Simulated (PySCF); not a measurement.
# C2H2N2Si: the cost of one run

The runs use PySCF 2.14.0, with density-fitted response routines of our own; the level of theory stands in each step. All values are computed, except where a source is named. Atoms count from 0, in the outputs and in this text.

## 1. Starting geometry

7 atoms, charge 0, multiplicity 1; geometry from: GFN2-xTB. The atoms were then displaced at random by about 0.01 Å, so the start is not that level's minimum.

Bonds of the start (Å): N0–C1 1.14, C1–Si2 1.86, Si2–C3 1.91, C3–N4 1.12, Si2–H5 1.47, Si2–H6 1.45.

## 2. Geometry optimisation at PBE0-D3(BJ)/def2-SVP

The job: settings as JSON, then the geometry in Å.

```
{"job": {"xc": "PBE0", "basis": "def2-SVP", "d3": "d3bj", "grid": 1, "shake": 0.01, "kind": "geom"}, "charge": 0, "multiplicity": 1}
N     -2.356940    -1.234110    -0.010820
C     -1.471980    -0.519970    -0.006510
Si    -0.019650     0.638010     0.001840
C      1.500300    -0.513010    -0.026960
N      2.375240    -1.214900    -0.055640
H      0.005200     1.387080     1.266110
H      0.001780     1.427790    -1.217960
```

The run is started by

```bash
> OMP_NUM_THREADS=1 python probes_run.py task.json out
```

The driver reads the jobs from task.json and runs them one after another.

Q: Estimate the wall time and peak memory of this first job on 1 thread of Intel Xeon Platinum 8488C, shared host.

About 23 s, with a peak of 0.36 GiB.
